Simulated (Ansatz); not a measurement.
# C4H12FGaN2: the cost of one run

The runs use Ansatz 0.2.0, Gaussian basis; the settings change from run to run.

### Step 1. The relaxed structure

The geometry comes from an earlier relaxation with PBE0-D4 in a triple-zeta def2 set; it is a stationary point, not always the lowest conformer.

SMILES `C[N](C)[Ga]([F])[N](C)C`, 20 atoms, charge 0, spin multiplicity 1.

Atoms are counted from 1 here; the program's logs count them from 0.

Bond lengths: C1–N2 1.438 Å, C1–H9 1.091 Å, C1–H10 1.100 Å, C1–H11 1.100 Å, N2–C3 1.443 Å, N2–Ga4 1.805 Å, C3–H12 1.100 Å, C3–H13 1.091 Å, C3–H14 1.100 Å, Ga4–F5 1.765 Å, Ga4–N6 1.805 Å, N6–C7 1.438 Å, N6–C8 1.443 Å, C7–H15 1.100 Å, C7–H16 1.100 Å, C7–H17 1.091 Å, C8–H18 1.100 Å, C8–H19 1.091 Å and more. Angles: N2–C1–H9 111.5°, N2–C1–H10 111.6°, N2–C1–H11 111.5°, H9–C1–H10 107.5°, H9–C1–H11 107.4°, H10–C1–H11 107.1°, C1–N2–C3 113.4°, C1–N2–Ga4 126.1°, C3–N2–Ga4 120.5°, N2–C3–H12 111.3°, N2–C3–H13 110.7°, N2–C3–H14 111.4°, H12–C3–H13 108.0°, H12–C3–H14 107.3°, H13–C3–H14 108.0°, N2–Ga4–F5 113.3°, N2–Ga4–N6 133.5°, F5–Ga4–N6 113.3° and more.

### Step 2. rPW86-PBE/def2-mTZVPP

File in.yaml:

```yaml
crystal:
  periodic: [false, false, false]
  atoms:
    - {symbol: C, position_ang: [0.604886, -1.886070, 1.290330]}
    - {symbol: N, position_ang: [0.615638, -1.537788, -0.104801]}
    - {symbol: C, position_ang: [1.130605, -2.584992, -0.952974]}
    - {symbol: Ga, position_ang: [0.067212, 0.029144, -0.814302]}
    - {symbol: F, position_ang: [0.226260, 0.092826, -2.570976]}
    - {symbol: N, position_ang: [-0.608971, 1.544965, -0.104027]}
    - {symbol: C, position_ang: [-0.845844, 1.794581, 1.292159]}
    - {symbol: C, position_ang: [-0.967344, 2.654654, -0.953422]}
    - {symbol: H, position_ang: [0.205877, -1.075814, 1.902397]}
    - {symbol: H, position_ang: [1.616853, -2.110506, 1.658582]}
    - {symbol: H, position_ang: [-0.013327, -2.776239, 1.478348]}
    - {symbol: H, position_ang: [0.531842, -3.502976, -0.862981]}
    - {symbol: H, position_ang: [1.117880, -2.275710, -1.999009]}
    - {symbol: H, position_ang: [2.166259, -2.842494, -0.687424]}
    - {symbol: H, position_ang: [-1.907105, 2.005877, 1.489839]}
    - {symbol: H, position_ang: [-0.270633, 2.661192, 1.650111]}
    - {symbol: H, position_ang: [-0.562763, 0.938119, 1.905901]}
    - {symbol: H, position_ang: [-0.395441, 3.557601, -0.694622]}
    - {symbol: H, position_ang: [-0.769653, 2.419124, -2.000057]}
    - {symbol: H, position_ang: [-2.034029, 2.904105, -0.856973]}
basis:
  gaussian: {orbitals: def2-mTZVPP}
hamiltonian: {xc: {name: rPW86-PBE}}
```

The run is started by

```
ansatz run in.yaml --threads 4 --pin off --events-out ev --progress --plain --max-ram 66560MiB --backend cpu
```

Q: Estimate wall time and peak memory on 4 threads of AMD EPYC 7R13, shared host.

About 6.5 s, with a peak of 0.53 GiB.
